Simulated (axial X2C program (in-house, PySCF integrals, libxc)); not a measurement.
# A two-component session on GaP⁺: properties at the nuclei

Aim: properties at the nuclei of GaP⁺, with spin–orbit coupling in the Hamiltonian from the start.

Program: an in-house X2C program for linear molecules on PySCF integrals. Level of theory: two-component X2C with atomic mean-field terms, Ga dyall-cv3z, P dyall-v3z. These are calculated values, not measurements.

### Step 1. The job

Input file task.json:

```json
{
 "zs": [
  31,
  15
 ],
 "q": 1,
 "bas": [
  "dyall-cv3z",
  "dyall-v3z"
 ],
 "r0": 2.19,
 "levels": [
  "PBE0",
  "HF",
  "PBE50",
  "LDA",
  "r2SCAN"
 ],
 "nst": 3
}
```

Keys: zs atomic numbers; q charge; bas basis sets; r0 starting distance in Å; levels methods (HF also brings MP2); nst determinants followed.

Started as:

```sh
python soeom.py task.json out
```

Nuclei are Gaussian, cores are contracted, and the Gaunt term is on.

### Step 2. Expectation values, lowest determinant

R = 2.660 Å. State: Ω = 3/2 (excess of +ω over −ω: ω = 3/2).

Output of the PBE0 run:

```text
two-component X2C + atomic mean field  PBE0
basis functions 154  fitting functions 917  grid points 5082
iter        total energy     max residual
   1      -2284.753252489     5.31e-05
   2      -2284.753252493     8.26e-06
converged
one-electron -3353.16481538  Coulomb 1075.36160165  exact exchange -24.22541810  xc functional -74.53912922  nuclear repulsion 92.50654251  atomic mean-field constant -0.69203396
```

The highest occupied spinor is 56% P p, 23% Ga p, 18% Ga s.

| level | Eeff magnitude (GV/cm) | Ws magnitude Ga (kHz) | A∥/gI Ga (MHz) | qzz Ga (a.u.) | A∥/gI P (MHz) | qzz P (a.u.) |
| --- | --- | --- | --- | --- | --- | --- |
| PBE0 | 1.7 | 0.512 | 187 | -1.12 | -81 | 0.28 |
| HF | 2.36 | 0.706 | 48 | -1.08 | -74.8 | 0.32 |
| PBE50 | 1.93 | 0.58 | 160 | -1.12 | -80.5 | 0.31 |
| LDA | 1.41 | 0.425 | 241 | -1.11 | -40.2 | 0.22 |
| r2SCAN | 1.87 | 0.562 | 188 | -1.20 | -36.3 | 0.26 |

Eeff is the effective electric field on the electron dipole moment in this Ω state and Ws the scalar–pseudoscalar constant (defined with the proton number Z and per Ω); A∥ is the parallel hyperfine constant, which follows by multiplying with the nuclear g factor gI = μI/(I μN); qzz is the electric field gradient, eQq0 = 234.96 MHz × Q/barn × qzz. The operators were transformed with the bare-nucleus X2C matrices.

### Step 3. Expectation values, a higher determinant

R = 2.660 Å. State: Ω = 1/2 (excess of +ω over −ω: 2 × ω = -1/2, ω = 3/2), 0.50 eV above the lowest in the PBE0 search for states (made at or near this distance, with looser thresholds).

Output of the PBE0 run:

```text
two-component X2C + atomic mean field  PBE0
basis functions 154  fitting functions 917  grid points 5082
iter        total energy     max residual
   1      -2284.734976833     9.92e-05
   2      -2284.734976838     1.28e-05
   3      -2284.734976839     1.68e-05
   4      -2284.734976840     3.86e-06
converged
one-electron -3353.05082678  Coulomb 1075.24693763  exact exchange -24.21966819  xc functional -74.52592805  nuclear repulsion 92.50654251  atomic mean-field constant -0.69203396
```

The highest occupied spinor is 57% P p, 26% Ga p, 13% Ga s.

| level | Eeff magnitude (GV/cm) | Ws magnitude Ga (kHz) | A∥/gI Ga (MHz) | qzz Ga (a.u.) | A∥/gI P (MHz) | qzz P (a.u.) |
| --- | --- | --- | --- | --- | --- | --- |
| PBE0 | 2.05 | 1.84 | -920 | -1.37 | -547 | 0.32 |
| HF | 2.9 | 2.61 | -456 | -1.49 | -401 | 0.40 |
| PBE50 | 2.32 | 2.09 | -814 | -1.40 | -504 | 0.36 |
| LDA | 1.74 | 1.55 | -1200 | -1.37 | -569 | 0.29 |
| r2SCAN | 2.17 | 1.96 | -903 | -1.45 | -488 | 0.34 |

### Step 4. Expectation values, a higher determinant

R = 2.660 Å. State: Ω = 1/2 (excess of +ω over −ω: ω = 1/2), 1.27 eV above the lowest in the PBE0 search for states (made at or near this distance, with looser thresholds).

Output of the PBE0 run:

```text
two-component X2C + atomic mean field  PBE0
basis functions 154  fitting functions 917  grid points 5082
iter        total energy     max residual
   1      -2284.706506243     7.47e-05
   2      -2284.706506254     1.25e-05
   3      -2284.706506256     2.10e-05
   4      -2284.706506256     5.22e-06
converged
one-electron -3353.00746197  Coulomb 1075.18718302  exact exchange -24.20607037  xc functional -74.49466548  nuclear repulsion 92.50654251  atomic mean-field constant -0.69203396
```

The highest occupied spinor is 90% P p, 6% Ga p, 3% Ga d.

| level | Eeff magnitude (GV/cm) | Ws magnitude Ga (kHz) | A∥/gI Ga (MHz) | qzz Ga (a.u.) | A∥/gI P (MHz) | qzz P (a.u.) |
| --- | --- | --- | --- | --- | --- | --- |
| PBE0 | 1.95 | 1.74 | 805 | -1.11 | 151 | 0.11 |
| HF | 2.92 | 2.6 | 326 | -1.18 | 44 | 0.09 |
| PBE50 | 2.23 | 1.99 | 697 | -1.15 | 123 | 0.15 |
| LDA | 1.64 | 1.46 | 1040 | -1.07 | 196 | 0.05 |
| r2SCAN | 2.12 | 1.89 | 838 | -1.12 | 205 | 0.05 |

### Step 5. Summary of results

| quantity | value |
| --- | --- |
| lowest determinant | Ω = 3/2 (excess of +ω over −ω: ω = 3/2) |
| Eeff magnitude (GV/cm), PBE0 | 1.7 |
| Ws magnitude Ga (kHz), PBE0 | 0.512 |
| A∥/gI Ga (MHz), PBE0 | 187 |
| qzz Ga (a.u.), PBE0 | -1.12 |
| higher determinant | Ω = 1/2 (excess of +ω over −ω: 2 × ω = -1/2, ω = 3/2) |
| Eeff magnitude (GV/cm), PBE0, higher determinant | 2.05 |
| Ws magnitude Ga (kHz), PBE0, higher determinant | 1.84 |
| A∥/gI Ga (MHz), PBE0, higher determinant | -920 |
| qzz Ga (a.u.), PBE0, higher determinant | -1.37 |
| higher determinant | Ω = 1/2 (excess of +ω over −ω: ω = 1/2) |
| Eeff magnitude (GV/cm), PBE0, higher determinant | 1.95 |
| Ws magnitude Ga (kHz), PBE0, higher determinant | 1.74 |
| A∥/gI Ga (MHz), PBE0, higher determinant | 805 |
| qzz Ga (a.u.), PBE0, higher determinant | -1.11 |

**Reading.** In the first state, the effective field runs from 1.41 to 2.36 GV/cm over the mean-field levels. The expectation values come from single determinants, which for open shells can mix terms of unlike spin or miss the lowest Ω, so a determinant need not be a state. Eeff is the effective electric field on the electron dipole moment in this Ω state and Ws the scalar–pseudoscalar constant (defined with the proton number Z and per Ω); A∥ is the parallel hyperfine constant, which follows by multiplying with the nuclear g factor gI = μI/(I μN); qzz is the electric field gradient, eQq0 = 234.96 MHz × Q/barn × qzz. The operators were transformed with the bare-nucleus X2C matrices.
